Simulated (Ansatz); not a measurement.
**C2H6OSi (SMILES C[Si](C)=O): functionals against CCSD(T) at one geometry**

Aim: energy, forces and dipole at a structure displaced at random from a GFN2-xTB minimum, from CCSD(T) and from density functionals.

Method: single points in def2-TZVPP; program: Ansatz 0.2.0, Gaussian basis.

Correlated methods freeze the cores.

**1. Starting geometry**

SMILES `C[Si](C)=O`, 10 atoms, charge 0, spin multiplicity 1.

Atoms are counted from 1 here; the program's logs count them from 0.

Bond lengths: C1–Si2 1.936 Å, C1–H5 1.209 Å, C1–H6 1.150 Å, C1–H7 1.220 Å, Si2–C3 1.877 Å, Si2–O4 1.553 Å, C3–H8 1.124 Å, C3–H9 1.141 Å, C3–H10 1.084 Å. Angles: Si2–C1–H5 114.5°, Si2–C1–H6 114.9°, Si2–C1–H7 105.8°, H5–C1–H6 105.1°, H5–C1–H7 104.5°, H6–C1–H7 111.7°, C1–Si2–C3 109.7°, C1–Si2–O4 122.7°, C3–Si2–O4 126.5°, Si2–C3–H8 108.5°, Si2–C3–H9 108.1°, Si2–C3–H10 113.6°, H8–C3–H9 106.6°, H8–C3–H10 106.6°, H9–C3–H10 113.1°.

Geometry (Å):

| atom | x (Å) | y (Å) | z (Å) |
| --- | --- | --- | --- |
| C1 | -0.6397 | 1.3224 | -0.5769 |
| Si2 | -0.1830 | -0.5593 | -0.5855 |
| C3 | 0.7437 | -0.9934 | 0.9875 |
| O4 | -0.7710 | -1.5602 | -1.6169 |
| H5 | -1.3720 | 1.6655 | -1.4752 |
| H6 | -1.1508 | 1.6926 | 0.3850 |
| H7 | 0.4039 | 1.9175 | -0.7899 |
| H8 | 0.0643 | -1.5989 | 1.6468 |
| H9 | 1.6169 | -1.6730 | 0.7088 |
| H10 | 1.0457 | -0.1280 | 1.5655 |

**2. CCSD(T)/def2-TZVPP**

run/in.yaml

```yaml
crystal:
  periodic: [false, false, false]
  atoms:
    - {symbol: C, position_ang: [-0.639700, 1.322400, -0.576900]}
    - {symbol: Si, position_ang: [-0.183000, -0.559300, -0.585500]}
    - {symbol: C, position_ang: [0.743700, -0.993400, 0.987500]}
    - {symbol: O, position_ang: [-0.771000, -1.560200, -1.616900]}
    - {symbol: H, position_ang: [-1.372000, 1.665500, -1.475200]}
    - {symbol: H, position_ang: [-1.150800, 1.692600, 0.385000]}
    - {symbol: H, position_ang: [0.403900, 1.917500, -0.789900]}
    - {symbol: H, position_ang: [0.064300, -1.598900, 1.646800]}
    - {symbol: H, position_ang: [1.616900, -1.673000, 0.708800]}
    - {symbol: H, position_ang: [1.045700, -0.128000, 1.565500]}
basis:
  gaussian: {orbitals: def2-TZVPP}
correlation: {method: ccsd_t}
```

On the command line:

```bash
> ansatz run in.yaml --threads 8 --pin off --events-out ev --progress --plain --max-ram 10444MiB
```

**3. PBE0-D4/def2-TZVPP**

Changes to run/in.yaml since step 2:

```diff
@@ -15,2 +15,3 @@
   gaussian: {orbitals: def2-TZVPP}
-correlation: {method: ccsd_t}
+hamiltonian: {xc: pbe0, dispersion: d4}
+output: {forces: true, orbitals: {seedname: orbitals}}
```

**4. wB97M-V/def2-TZVPP**

Changes to run/in.yaml since step 3:

```diff
@@ -15,3 +15,3 @@
   gaussian: {orbitals: def2-TZVPP}
-hamiltonian: {xc: pbe0, dispersion: d4}
-output: {forces: true, orbitals: {seedname: orbitals}}
+hamiltonian: {xc: {name: wB97M-V}}
+output: {forces: true}
```

**5. r2SCAN-D4/def2-TZVPP**

Changes to run/in.yaml since step 4:

```diff
@@ -15,3 +15,3 @@
   gaussian: {orbitals: def2-TZVPP}
-hamiltonian: {xc: {name: wB97M-V}}
+hamiltonian: {xc: r2scan, dispersion: d4}
 output: {forces: true}
```

**6. PBE-D4/def2-TZVPP**

Changes to run/in.yaml since step 5:

```diff
@@ -15,3 +15,3 @@
   gaussian: {orbitals: def2-TZVPP}
-hamiltonian: {xc: r2scan, dispersion: d4}
+hamiltonian: {xc: pbe, dispersion: d4}
 output: {forces: true}
```

**7. r2SCAN0-D4/def2-TZVPP**

Changes to run/in.yaml since step 6:

```diff
@@ -15,3 +15,3 @@
   gaussian: {orbitals: def2-TZVPP}
-hamiltonian: {xc: pbe, dispersion: d4}
+hamiltonian: {xc: {name: r2SCAN0}, dispersion: d4}
 output: {forces: true}
```

**8. BLYP-D4/def2-TZVPP**

Changes to run/in.yaml since step 7:

```diff
@@ -15,3 +15,3 @@
   gaussian: {orbitals: def2-TZVPP}
-hamiltonian: {xc: {name: r2SCAN0}, dispersion: d4}
+hamiltonian: {xc: {name: BLYP}, dispersion: d4}
 output: {forces: true}
```

(Steps that only read results are left out.)

**Question.** What will these runs give? Wanted: energy less free atoms, CCSD(T)/def2-TZVPP; RMS force component; HOMO and LUMO, PBE0-D4; T1 diagnostic.

**Answer**, as computed:

| quantity | value |
| --- | --- |
| energy less free atoms, CCSD(T)/def2-TZVPP | -38.222 eV |
| RMS force component | 0.991 to 1.212 eV/Å over the methods |
| HOMO and LUMO, PBE0-D4 | -7.54 and -1.36 eV |
| T1 diagnostic | 0.017 |

Against CCSD(T) the functionals' energies less atoms differ by -1.757 to -0.351 eV, PBE-D4 by -1.757 eV. The reference is not at the basis limit: in triple zeta CCSD(T) underbinds, which counts against methods that bind more; the gaps are no ranking. No sound CCSD(T) forces are at hand. Among the functionals the RMS force differs by up to 22 %.
